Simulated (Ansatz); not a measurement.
# F₃HHfO: how energies converge with the basis set

The task here is to estimate one member of a computed series from the others.

The runs use Ansatz 0.2.0, Gaussian basis; one geometry, several basis sets.

The runs, in order: PBE0-D4/def2-SVP; ωB97M-V/def2-SVP; PBE0-D4/def2-QZVPP; ωB97M-V/def2-QZVPP; the functionals' def2-TZVPP values are taken from earlier runs.

2 further runs of the same task are left out: 2 for a known fault of the program.

**The geometry**

An earlier PBE0-D4 in a triple-zeta def2 set relaxation fixed the geometry. Hf takes the def2 core potential; no spin-orbit term is included.

SMILES `[OH][Hf]([F])([F])[F]`, 6 atoms, charge 0, spin multiplicity 1.

Atoms are counted from 1 here; the program's logs count them from 0.

Bond lengths: O1–Hf2 1.901 Å, O1–H6 0.951 Å, Hf2–F3 1.906 Å, Hf2–F4 1.906 Å, Hf2–F5 1.906 Å. Angles: Hf2–O1–H6 179.1°, O1–Hf2–F3 110.1°, O1–Hf2–F4 110.0°, O1–Hf2–F5 110.1°, F3–Hf2–F4 108.9°, F3–Hf2–F5 108.8°, F4–Hf2–F5 108.9°.

As a file:

```xyz
6
charge 0, multiplicity 1
O    -0.99526    0.58085    0.83337
Hf    0.32976   -0.20206   -0.28255
F     1.52203   -1.26214    0.76086
F    -0.49432   -1.31228   -1.59507
F     1.32921    1.16007   -1.16568
H    -1.64942    0.97157    1.40296
```

Set-up of the first run:

File in.yaml:

```yaml
crystal:
  periodic: [false, false, false]
  atoms:
    - {symbol: O, position_ang: [-0.995255, 0.580849, 0.833375]}
    - {symbol: Hf, position_ang: [0.329756, -0.202065, -0.282547]}
    - {symbol: F, position_ang: [1.522027, -1.262144, 0.760858]}
    - {symbol: F, position_ang: [-0.494316, -1.312276, -1.595074]}
    - {symbol: F, position_ang: [1.329208, 1.160070, -1.165677]}
    - {symbol: H, position_ang: [-1.649418, 0.971566, 1.402964]}
basis:
  gaussian: {orbitals: def2-SVP}
hamiltonian: {xc: pbe0, dispersion: d4}
output: {orbitals: {seedname: orbitals}}
```

Launch:

```console
> ansatz run in.yaml --threads 4 --pin off --events-out ev --progress --plain --max-ram 10444MiB
```

Among the steps run: PBE0-D4 in def2-SVP; ωB97M-V in def2-SVP; PBE0-D4 in def2-QZVPP; ωB97M-V in def2-QZVPP.

One of the session's tables, all rows but one given; the rest of the session is left out.

It belongs to the step «Functionals by basis». 

| functional | basis | HOMO (eV) |
| --- | --- | --- |
| PBE0-D4 | def2-SVP | -10.10 |
| PBE0-D4 | def2-TZVPP | -10.24 |
| PBE0-D4 | def2-QZVPP | -10.27 |
| ωB97M-V | def2-SVP | -12.57 |
| ωB97M-V | def2-TZVPP | -12.73 |
| ωB97M-V | def2-QZVPP | ? |

Q: Estimate the row for ωB97M-V, def2-QZVPP from the others.

The run gave: HOMO (eV): -12.77. In the column «HOMO (eV)» it is the lowest.
